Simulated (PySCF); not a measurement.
# Ge14H14Si14: the cost of one run

Computed with PySCF 2.14.0 and routines of our own; the level stands in each step. Atoms count from 0.

### Step 1. The system as given

42 atoms, charge 0, multiplicity 1; geometry from: GFN1-xTB.

### Step 2. Electronic excitations: TDA PBE0/6-31G* in water

What the job is given:

```
{"job": {"kind": "uv", "basis": "6-31G*", "grid": 1, "kgrid": 0, "vcut": 1.5, "nstates": 5, "ntriplets": 0, "tda": true, "delta": [], "pop": false, "xc": "PBE0", "solvent": "water", "pol": false}, "charge": 0, "multiplicity": 1}
Ge    -0.000220     1.094814    -1.530782
Si    -1.921327     2.226398    -0.819112
Ge    -3.973868     1.107054    -1.007802
Si    -3.889075    -1.139627    -0.281731
Ge    -2.012045    -2.356550    -1.009555
Si     0.000068    -1.162801    -0.819553
Ge     5.885973     4.664206     0.153588
Si     3.702372     5.369244     0.484876
Ge     2.051051     4.583895    -0.956729
Si     1.920873     2.226785    -0.821895
Ge     3.973075     1.108340    -1.010572
Si     5.485715     2.364213     0.219210
Ge    -5.911314    -2.294775    -0.380754
Si    -5.589281    -4.276032     0.779784
Ge    -3.967065    -5.617454    -0.164580
Si    -1.903110    -4.516865    -0.036704
Ge     2.011573    -2.357476    -1.010851
Si     3.888688    -1.138360    -0.284923
Ge     5.911224    -2.293944    -0.384383
Si     1.903168    -4.517735    -0.036193
Ge     3.968154    -5.617127    -0.165518
Si     5.589854    -4.274159     0.778809
Si     0.001022     5.456247    -0.341990
Ge    -2.050743     4.584165    -0.951590
Ge    -0.000303    -5.692600    -0.698871
Si    -3.702683     5.369172     0.490129
Ge    -5.886223     4.664884     0.153685
Si    -5.486678     2.363930     0.220853
H      6.582693     4.909690     1.480766
H      3.483857     6.817910     0.699114
H      6.746115     1.598008     0.381224
H     -6.904477    -1.466965     0.403570
H     -6.873586    -4.979763     0.987899
H     -3.822482    -6.839222     0.714702
H      6.905063    -1.466800     0.400285
H      3.822634    -6.838401     0.714444
H      6.873865    -4.978485     0.987343
H      0.000196     6.912565    -0.103196
H      0.001104    -6.909725     0.210738
H     -3.483704     6.818325     0.703073
H     -6.585450     4.910993     1.479528
H     -6.748873     1.599446     0.380983
```

Method: TDA PBE0/6-31G*, vertical, IEF-PCM water (non-equilibrium linear response), core orbitals frozen in the response, virtual orbitals cut by energy.

Command:

```sh
$ OMP_NUM_THREADS=8 python large_run.py task.json out
```

This one command runs all jobs of the session in turn.

Q: Estimate the wall time and peak memory of this job on 8 threads of Arm Neoverse N1, shared host.

About 4.7 min, with a peak of 7.7 GiB.
